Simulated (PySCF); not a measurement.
# BeSe: bond curves at several levels of theory

Aim: find the lowest electronic state of BeSe, scan its bond at several levels of theory, and get bond length, wavenumber and dissociation energy from each curve.

Program: PySCF 2.14.0. Level of theory: Be aug-cc-pVDZ, Se aug-cc-pVDZ-PP with ECP10, scalar-relativistic core potentials. These are calculated values, not measurements.

## Step 1: Input

Settings of the job:

```
atoms                         : Be, Se
charge                        : 0
basis                         : Be aug-cc-pVDZ, Se aug-cc-pVDZ-PP with ECP10
Hamiltonian                   : scalar-relativistic core potentials
basis functions               : 55
electrons treated             : 28
masses in u                   : 9.0122, 79.9165
levels                        : PBE0, PBE, r²SCAN, M06-L, B2PLYP, TPSS, CAM-B3LYP, HF, MP2, SCS-MP2, CCSD, CCSD(T)
grid                          : 80 radial by 434 angular points
occupations                   : held fixed by the projection of orbital angular momentum
dissociation limit            : Be + Se, each in its ground configuration
starting distance in angstrom : 2.075
values of 2S to try           : 0, 2
```

Run with:

```bash
$ OMP_NUM_THREADS=1 python dia.py task.json out
```

After this run come: PBE0 along the bond; Other states along the same grid; PBE (GGA); r²SCAN (meta-GGA); M06-L (meta-GGA); B2PLYP; TPSS (meta-GGA); CAM-B3LYP (range-separated hybrid); RHF (mean field); Adding correlation.

Q: Predict the outcome of this session. Wanted: for each run, Re; ωe; De; μ.

**Answer**, as computed:

Lowest PBE0 solution found, without spin–orbit coupling: ¹Σ⁺ (singlet), closed shell. State 2 has its PBE0 minimum 0.47 eV higher. State 3 has its PBE0 minimum 0.51 eV higher, as a spin-mixed determinant (⟨S²⟩ = 1.01), so this is no gap between pure states. The other levels ran on the lowest alone.

| level | Re (Å) | ωe (cm⁻¹) | De (eV) | μ (D) |
| --- | --- | --- | --- | --- |
| RHF | 1.861 | 884 | 1.20 | -6.04 |
| RHF-MP2 | 1.892 | 849 | 2.78 | n/a |
| RHF-SCS-MP2 | 1.892 | 843 | 2.54 | n/a |
| RHF-CCSD | 1.887 | 841 | 2.13 | n/a |
| RHF-CCSD(T) | 1.898 | 824 | 2.37 | n/a |
| PBE | 1.888 | 826 | 3.16 | -4.47 |
| TPSS | 1.883 | 831 | 3.02 | -4.62 |
| r²SCAN | 1.874 | 857 | 3.14 | -4.93 |
| M06-L | 1.861 | 872 | 3.12 | -4.98 |
| PBE0 | 1.871 | 858 | 2.91 | -4.95 |
| CAM-B3LYP | 1.861 | 870 | 2.70 | -5.13 |
| B2PLYP | 1.883 | 838 | 2.81 | -5.38 |

De is counted to Be + Se in their ground configurations. A positive dipole means Be(−)Se(+).

**Reading.** Bond lengths run from 1.861 Å (CAM-B3LYP) to 1.898 Å (RHF-CCSD(T)). Of the levels with a De here, RHF gives the least (1.20 eV) and PBE the most (3.16 eV).

Correlated steps freeze 4 core orbitals. B2PLYP dipoles, levels and charges come from its SCF part alone. T1 is 0.020 near the minimum (highest on the curve 0.026), which may point to more than one leading configuration.
